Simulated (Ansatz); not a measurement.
**CH₆AlBS: one species, many methods**

How much do the methods differ for CH₆AlBS? The plan is to run it at one geometry with functionals of several rungs and with coupled cluster. The yardstick is the atomisation energy at the CCSD(T) limit.

Computed with Ansatz 0.2.0, Gaussian basis. Level: functionals in def2-TZVPP, the program's frozen cores in correlated methods.

Plan: LDA (SPW92), PBE-D4, revPBE-D4, BLYP-D4, r2SCAN-D4, B97M-V, PBE0-D4, B3LYP-D4, r2SCANh-D4, r2SCAN0-D4, HSE06-D4, BHLYP-D4, CAM-B3LYP-D4, LC-ωPBE, ωB97X-V, ωB97M-V, B2PLYP, PBE-QIDH; CCSD(T)/def2-SVP; CCSD(T)/def2-TZVPP; MP2/def2-QZVPP; extrapolation to the limit; RPA on PBE.

## 1. Structure used throughout

All runs share one geometry, relaxed beforehand with PBE0-D4 in a triple-zeta def2 set.

SMILES `[CH3][AlH][BH]S`, 10 atoms, charge 0, spin multiplicity 1.

Atoms are counted from 1 here; the program's logs count them from 0.

Bond lengths: C1–Al2 1.958 Å, C1–H5 1.096 Å, C1–H6 1.095 Å, C1–H7 1.092 Å, Al2–B3 2.117 Å, Al2–H8 1.597 Å, B3–S4 1.769 Å, B3–H9 1.201 Å, S4–H10 1.346 Å. Angles: Al2–C1–H5 110.0°, Al2–C1–H6 110.8°, Al2–C1–H7 113.8°, H5–C1–H6 106.1°, H5–C1–H7 107.7°, H6–C1–H7 108.2°, C1–Al2–B3 122.5°, C1–Al2–H8 117.9°, B3–Al2–H8 119.7°, Al2–B3–S4 126.7°, Al2–B3–H9 123.9°, S4–B3–H9 109.5°, B3–S4–H10 102.3°.

## 2. LDA

This LDA is Slater exchange with PW92 correlation.

Contents of in.yaml:

```yaml
crystal:
  periodic: [false, false, false]
  atoms:
    - {symbol: C, position_ang: [-1.000019, 1.553491, -0.003023]}
    - {symbol: Al, position_ang: [0.650643, 0.507866, -0.120708]}
    - {symbol: B, position_ang: [0.821213, -1.440550, 0.688763]}
    - {symbol: S, position_ang: [0.454102, -2.962888, -0.134711]}
    - {symbol: H, position_ang: [-1.415034, 1.712236, -1.005198]}
    - {symbol: H, position_ang: [-0.799946, 2.550186, 0.404208]}
    - {symbol: H, position_ang: [-1.774777, 1.085244, 0.607515]}
    - {symbol: H, position_ang: [1.891840, 1.156053, -0.888545]}
    - {symbol: H, position_ang: [1.184321, -1.669905, 1.809837]}
    - {symbol: H, position_ang: [0.070961, -2.542935, -1.355239]}
basis:
  gaussian: {orbitals: def2-TZVPP}
hamiltonian: {xc: lda}
output: {orbitals: {seedname: orbitals}}
```

Launch:

```sh
ansatz run in.yaml --threads 2 --pin off --events-out ev --progress --plain --max-ram 4352MiB
```

After this run come: PBE-D4 (GGA); revPBE-D4 (GGA); BLYP-D4 (GGA); r2SCAN-D4 (meta-GGA); B97M-V (meta-GGA); B3LYP-D4 (hybrid); r2SCANh-D4 (hybrid); r2SCAN0-D4 (hybrid); HSE06-D4 (hybrid); BHLYP-D4 (hybrid); CAM-B3LYP-D4 (range-separated); LC-ωPBE (range-separated); ωB97X-V (range-separated); ωB97M-V (range-separated); B2PLYP (double hybrid); PBE-QIDH (double hybrid); CCSD(T) in def2-SVP; CCSD(T) in def2-TZVPP; MP2 in def2-QZVPP; RPA on PBE orbitals.

**Question.** What will the summary of the whole plan be? Wanted: atomisation energy, CCSD(T)/CBS; farthest beyond LDA; mean size of error, GGA; mean size of error, meta-GGA; mean size of error, hybrid; mean size of error, range-separated; mean size of error, double hybrid; gap, smallest and largest; T1 diagnostic.

As calculated:

```
                               quantity                                                                     value
        atomisation energy, CCSD(T)/CBS                                                                 33.623 eV
    functionals within 0.168 eV (0.5 %)  PBE0-D4, B3LYP-D4, r2SCAN0-D4, HSE06-D4, CAM-B3LYP-D4, LC-ωPBE, PBE-QIDH
                    farthest beyond LDA                                                        B97M-V (+0.545 eV)
                mean size of error, GGA                                                                  0.285 eV
           mean size of error, meta-GGA                                                                  0.444 eV
             mean size of error, hybrid                                                                  0.178 eV
    mean size of error, range-separated                                                                  0.180 eV
      mean size of error, double hybrid                                                                  0.203 eV
              gap, smallest and largest                                 3.35 eV (LDA (SPW92)), 10.41 eV (LC-ωPBE)
                          T1 diagnostic                                                                    0.0139
triples share of the correlation energy                                                                     4.0 %
```

**Reading.** The LDA atomisation energy is off by 4.206 eV (13 %): it overbinds. PBE-D4 is off by +0.416 eV. Double hybrids carry the basis error of their MP2 part in triple zeta, and no dispersion term here, so their miss is partly the set-up's. By mean error the best rung here is hybrid (0.178 eV) and the worst beyond LDA is meta-GGA (0.444 eV). The gap between the best rungs is small, so their order is not settled. Misses under about 0.168 eV are within the doubt on the reference itself, which lacks core-valence correlation, relativity and higher excitations. Hartree-Fock recovers 76 % of the binding; the rest is correlation. CCSD(T) in def2-SVP is off by -1.642 eV, so the small basis spoils what the method gains. The gap grows from 3.4 to 10.4 eV across the functionals, mostly with the share of exact exchange.
